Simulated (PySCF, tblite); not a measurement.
**C₅H₁₅OPSi: geometry, infrared bands and NMR shifts**

What infrared bands and NMR shifts should C₅H₁₅OPSi (`CCC(C)(C)O[SiH2]P`) show?

The runs use tblite 0.8.0 and PySCF 2.14.0, with density-fitted response routines of our own; the level of theory stands in each step. All values are computed, except where a source is named. Atoms are numbered from 0 throughout.

## 1. The molecule as given

23 atoms, charge 0, multiplicity 1; geometry from: force field or distance geometry start.

Bonds of the start (Å): C0–C1 1.53, C1–C2 1.56, C2–C3 1.54, C2–C4 1.54, C2–O5 1.42, O5–Si6 1.66, Si6–P7 2.22, C0–H8 1.10, C0–H9 1.09, C0–H10 1.10, C1–H11 1.09, C1–H12 1.08, C3–H13 1.09, C3–H14 1.09, C3–H15 1.12, C4–H16 1.10, C4–H17 1.10, C4–H18 1.10, Si6–H19 1.48, Si6–H20 1.48, P7–H21 1.41, P7–H22 1.41.

## 2. Geometry optimisation with GFN2-xTB

What the job is given:

```
{"job": {"kind": "relax", "xc": "GFN2-xTB", "basis": "xTB"}, "charge": 0, "multiplicity": 1}
C     -2.019100     0.603400     1.652000
C     -1.517000     1.067300     0.281600
C     -0.447700     0.117700    -0.350100
C     -1.078200    -1.259100    -0.604300
C     -0.040300     0.753500    -1.687700
O      0.632300     0.078200     0.571600
Si     2.036900    -0.785200     0.362000
P      3.274400    -0.525100     2.185300
H     -2.706500     1.354300     2.063000
H     -1.215400     0.473000     2.373400
H     -2.583600    -0.336200     1.576100
H     -1.068100     2.052600     0.432700
H     -2.372800     1.191500    -0.373600
H     -2.027100    -1.189500    -1.131300
H     -0.421700    -1.890500    -1.199100
H     -1.245900    -1.801200     0.357200
H     -0.904600     0.925300    -2.341100
H      0.661100     0.112000    -2.243500
H      0.463800     1.718500    -1.528300
H      2.790200    -0.261600    -0.793700
H      1.726500    -2.218000     0.174700
H      3.566800     0.841100     1.994200
H      4.490900    -0.995200     1.652000
```

The run is started by

```console
$ OMP_NUM_THREADS=1 python probes_run.py task.json out
```

This one command runs all jobs of the session in turn.

**Question.** This job is followed by: GFN2-xTB harmonic vibrations, gas phase; GIAO PBE0/pcSseg-1 NMR shielding, non-relativistic, gas phase. What will the session give for the following? strongest single infrared mode (GFN2-xTB); zero-point energy (GFN2-xTB); ¹³C shifts against TMS (PBE0/pcSseg-1, means over atoms taken as alike); ¹H shifts against TMS (PBE0/pcSseg-1, means over atoms taken as alike); ¹⁷O shifts against H2O (PBE0/pcSseg-1); ²⁹Si shifts against TMS (PBE0/pcSseg-1); ³¹P shifts against H3PO4 (PBE0/pcSseg-1); surface potential, 1st and 99th percentile.

**Answer**, as computed:

```
                                                               quantity                             value
                              strongest single infrared mode (GFN2-xTB)              759 cm⁻¹, 342 km/mol
                                           zero-point energy (GFN2-xTB)                    117.3 kcal/mol
¹³C shifts against TMS (PBE0/pcSseg-1, means over atoms taken as alike)         75.0, 40.9, 30.2, 9.7 ppm
 ¹H shifts against TMS (PBE0/pcSseg-1, means over atoms taken as alike)  5.55, 1.41, 1.32, 1.15, 0.93 ppm
                                 ¹⁷O shifts against H2O (PBE0/pcSseg-1)                          68.5 ppm
                                ²⁹Si shifts against TMS (PBE0/pcSseg-1)                         -30.0 ppm
                               ³¹P shifts against H3PO4 (PBE0/pcSseg-1)                        -297.0 ppm
                                  surface potential, 1st and 99th percentile                -1.03 V and 0.87 V
```

Over 79 steps the energy fell by 0.246 eV; of the close pairs, O5–Si6 changed most, 1.662 to 1.605 Å. All 63 modes are real, so the xTB geometry is a minimum. The strongest single mode, at 759 cm⁻¹, is carried by H20, H19, H22. GFN2-xTB is a fitted tight-binding method: band positions and strengths are rough. Its intensities can rank the bands wrongly. C2 (fully substituted sp3 carbon bonded to O) lies farthest downfield among carbon, at 75.0 ppm; deshielded by the electronegative neighbour. At PBE0/pcSseg-1: The widest tensor belongs to Si6: span 143 ppm, with a paramagnetic part of -503 ppm.
